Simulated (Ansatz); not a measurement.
# CHNSe: single points off equilibrium

One table from this session's results is given with a row withheld; the runs are named, their logs left out.

Computed with Ansatz 0.2.0, Gaussian basis. Level: single points in def2-TZVPP.

Cores are frozen in the correlated methods. Filled d shells of the heavier atoms are correlated. B3LYP uses VWN-RPA correlation.

## Starting geometry

4 atoms, charge 0, spin multiplicity 1.

Atoms are counted from 1 here; the program's logs count them from 0.

Bond lengths: N1–C2 1.148 Å, C2–Se3 1.810 Å, Se3–H4 1.395 Å. Angles: N1–C2–Se3 177.3°, C2–Se3–H4 93.5°.

Coordinates:

```mol
CHNSe
  3D, bonds by distance, orders not assigned

  4  3  0  0  0  0  0  0  0  0999 V2000
    0.9559   -0.2604    1.5253 N   0  0
    0.4446   -0.2697    0.4976 C   0  0
   -0.4170   -0.3419   -1.0926 Se  0  0
   -1.0444    0.8903   -0.9052 H   0  0
  1  2  8  0
  2  3  8  0
  3  4  8  0
M  END
```

Set-up of the first run:

run/in.yaml reads:

```yaml
crystal:
  periodic: [false, false, false]
  atoms:
    - {symbol: N, position_ang: [0.955900, -0.260400, 1.525300]}
    - {symbol: C, position_ang: [0.444600, -0.269700, 0.497600]}
    - {symbol: Se, position_ang: [-0.417000, -0.341900, -1.092600]}
    - {symbol: H, position_ang: [-1.044400, 0.890300, -0.905200]}
basis:
  gaussian: {orbitals: def2-TZVPP}
correlation: {method: ccsd_t}
output: {forces: true}
```

The command line of these runs was not kept.

Steps of the session up to this table: CCSD(T)/def2-TZVPP; PBE0-D4/def2-TZVPP; wB97M-V/def2-TZVPP; r2SCAN-D4/def2-TZVPP; PBE-D4/def2-TZVPP; B3LYP-D4/def2-TZVPP; revPBE-D4/def2-TZVPP.

One of the session's tables, all rows but one given; the rest of the session is left out.

```
   method  RMS force component (eV/Å)  angle to CCSD(T) forces (°)  dipole (D)
  CCSD(T)                       1.044                    reference        3.51
  PBE0-D4                       0.849                         30.6        3.66
  wB97M-V                           ?                            ?           ?
r2SCAN-D4                       0.931                         15.3        3.67
   PBE-D4                       1.248                          5.0        3.61
 B3LYP-D4                       0.880                         31.9        3.69
revPBE-D4                       1.329                          3.7        3.57
```

Q: Estimate the row for wB97M-V from the others.

**Answer.** RMS force component (eV/Å): 0.808; angle to CCSD(T) forces (°): 43.5; dipole (D): 3.65. In the column «RMS force component (eV/Å)» it is the lowest.
